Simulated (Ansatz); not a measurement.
Crystal: MgGe2.

```
CELL_PARAMETERS angstrom
5.52149 -1.84985 0.00000
5.52149 1.84985 0.00000
-3.21762 0.00000 6.00777
ATOMIC_POSITIONS crystal
Ge 0.52923 0.52923 0.29362
Ge 0.47077 0.47077 0.70638
Ge 0.88039 0.88039 0.98544
Ge 0.11961 0.11961 0.01456
Mg 0.81529 0.81529 0.34925
Mg 0.18471 0.18471 0.65075
```

The cell comes from a database or a generator and needn't be the stable form of this composition.

Base run:

```yaml
Program: Ansatz 0.2.0
Functional: RPBE
Potentials_or_basis: Ansatz PAW
Cutoff: 420 eV
Density_cutoff: 1680 eV
k_mesh: 8 × 8 × 5
Occupations: fermi-dirac, width 0.05 eV
Spin: no spin polarisation
```

Its results: band gap on the k mesh none (metal or under the smearing width); pressure 1.1 GPa; largest force 0.133 eV/Å.

The run is repeated on the same cell with these changes: functional from RPBE to r2SCAN; cutoff from 420 eV to 500 eV; density cutoff from 1680 eV to 2000 eV. What comes out?

Band gap on the k mesh none (metal or under the smearing width); pressure -2.4 GPa; largest force 0.410 eV/Å.

Caveats: the PAW data sets come from PBE, with cores solved anew for the run's functional, which leaves a small shift of forces and pressure; the potentials were made for another functional, which shifts forces and pressure (some runs).

Not every run made on this cell is shown here.
